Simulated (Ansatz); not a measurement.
# BAs: the cost of one run

Computed with the Python package of Ansatz 0.2.0. The levels of theory stand in the script.

## (1) Starting point

Symmetry: F-43m, No. 216, cubic system. The conventional cell has a = 4.777 Å, b = 4.777 Å, c = 4.777 Å, α = 90.00°, β = 90.00°, γ = 90.00°. B (site symmetry -43m) has 4 As at 2.07 Å as nearest neighbours. As (site symmetry -43m) has 4 B at 2.07 Å as nearest neighbours.

The script reads POSCAR:

```text
BAs
1.0
   0.00000000    2.38850000    2.38850000
   2.38850000    0.00000000    2.38850000
   2.38850000    2.38850000    0.00000000
B As
1 1
Direct
   0.00000000    0.00000000    0.00000000
   0.25000000    0.25000000    0.25000000
```

## (2) The script

run_lattice.py reads:

```python
from dataclasses import dataclass

import ansatz
from ase.io import read
import numpy as np


@dataclass(frozen=True)
class RunConfig:
    kmesh: tuple[int, ...] = (7, 7, 7)
    smearing: str = 'Fermi-Dirac'
    width_ev: float = 0.01
    force_tol: float = 0.05


opts = RunConfig()

def edges_and_angles(cell):
    cell = np.asarray(cell)
    a, b, c = np.linalg.norm(cell, axis=1)
    cosines = cell[1] @ cell[2] / (b * c), cell[0] @ cell[2] / (a * c), cell[0] @ cell[1] / (a * b)
    return (a, b, c, *np.degrees(np.arccos(cosines)))

atoms = read('POSCAR', format='vasp')
xtal = ansatz.Crystal.from_ase(atoms)

calculation = (
    xtal.calculation()
    .basis(38 * ansatz.Ry)
    .kpoints(mesh=opts.kmesh)
    .occupations(opts.smearing, width=opts.width_ev)
    .relax(cell=True, force_tolerance=opts.force_tol)
)

levels = [('pbe', 'd4'), ('lda', 'none'), ('pbe', 'none'), ('rpbe', 'none')]
print('level            a       b       c    alpha   beta  gamma  V/atom  steps')
for name, dispersion in levels:
    seen = []
    run = calculation.functional(name, dispersion=dispersion).session().plan()
    res = run.execute(on_event=lambda e: seen.append(e) if e['event'] == 'relax_step' else None)
    cell = res.lattice.cell_ang
    label = name if dispersion == 'none' else f'{name}+{dispersion}'
    print('{:13s} {:7.4f} {:7.4f} {:7.4f} {:6.2f} {:6.2f} {:6.2f}'.format(label, *edges_and_angles(cell)), f'{abs(np.linalg.det(cell)) / len(res.lattice.sites):7.3f} {len(seen):5d}')
```

## (3) The input behind the calls

The package turns the script's settings into the engine's input (first run):

```yaml
crystal:
  lattice:
    - [0.0, 2.3885, 2.3885]
    - [2.3885, 0.0, 2.3885]
    - [2.3885, 2.3885, 0.0]
  atoms:
    - { symbol: B, position: [0.0, 0.0, 0.0] }
    - { symbol: As, position: [0.25, 0.25, 0.25] }
basis:
  ecutwfc: 517.016338673772
kpoints:
  mp_grid:
    grid: [7, 7, 7]
hamiltonian:
  xc: pbe
  dispersion: d4
scf:
  occupations:
    method: fermi_dirac
    width: 0.01
relax:
  f_tol: 0.05
  cell: {}
```

## (4) Running it

Launch:

```
python run_lattice.py
```

**Question.** How long does this script take on 1 thread of Arm Neoverse V1, shared host, and how much memory does it need?

About 21 s, with a peak of 0.44 GiB.
